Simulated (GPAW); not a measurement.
The system is CsSi2.

```
Cs Si
1.0
     6.37157    0.00000    0.00000
    -3.18578    5.51794    0.00000
     0.00000    0.00000    4.47866
Cs Si
1 2
Direct
  0.00000 0.00000 0.00000
  0.66667 0.33333 0.25039
  0.66667 0.33333 0.74961
```

The cell was built by a generator and needn't be a form met in nature.

| Property | Result |
| --- | --- |
| Program | GPAW 26.7.0 |
| Task | relaxation of cell and atoms |
| Functional | RPBE |
| Potentials or basis | the program's PAW data sets (release 1.2.1) made for this functional |
| Cutoff | 600 eV |
| Basis | pw |
| k mesh | 5 × 5 × 6 |
| Occupations | fermi-dirac, width 0.05 eV |
| Spin | no spin polarisation |

At the start: pressure 0.0 GPa; volume 52.49 Å³/atom.

**Question.** How do energy, volume and symmetry change on relaxing?

**Answer.** Over 11 steps the energy falls by 14.3 meV/atom and the volume is 54.47 Å³/atom (+3.8 %); space group P-6m2 (No. 187, to 0.05 Å).

The path:
| step | energy change (eV) | largest force (eV/Å) | pressure (GPa) | volume (Å³) |
| --- | --- | --- | --- | --- |
| 1 | 0.0000 | 0.1470 | 0.02 | 157.46 |
| 2 | -0.0042 | 0.0734 | 0.01 | 157.47 |
| 3 | -0.0198 | 0.8326 | 0.43 | 157.59 |
| 4 | -0.0272 | 0.3083 | 0.12 | 157.71 |
| 5 | -0.0329 | 0.2221 | 0.17 | 157.90 |
| 6 | -0.0390 | 0.1094 | 0.39 | 158.68 |
| 7 | -0.0395 | 0.0296 | 0.28 | 158.73 |
| 8 | -0.0399 | 0.0153 | 0.24 | 159.08 |
| 9 | -0.0419 | 0.0285 | 0.02 | 161.84 |
| 10 | -0.0427 | 0.0206 | -0.02 | 163.03 |
| 11 | -0.0430 | 0.0044 | -0.01 | 163.41 |

Final structure:
```
CELL_PARAMETERS angstrom
6.54991 0.00000 0.00000
-3.27495 5.67239 0.00000
0.00000 0.00000 4.39833
ATOMIC_POSITIONS crystal
Cs 0.00000 0.00000 0.00000
Si 0.66667 0.33333 0.25003
Si 0.66667 0.33333 0.74997
```

Caveat: later steps reuse the first step's grids.
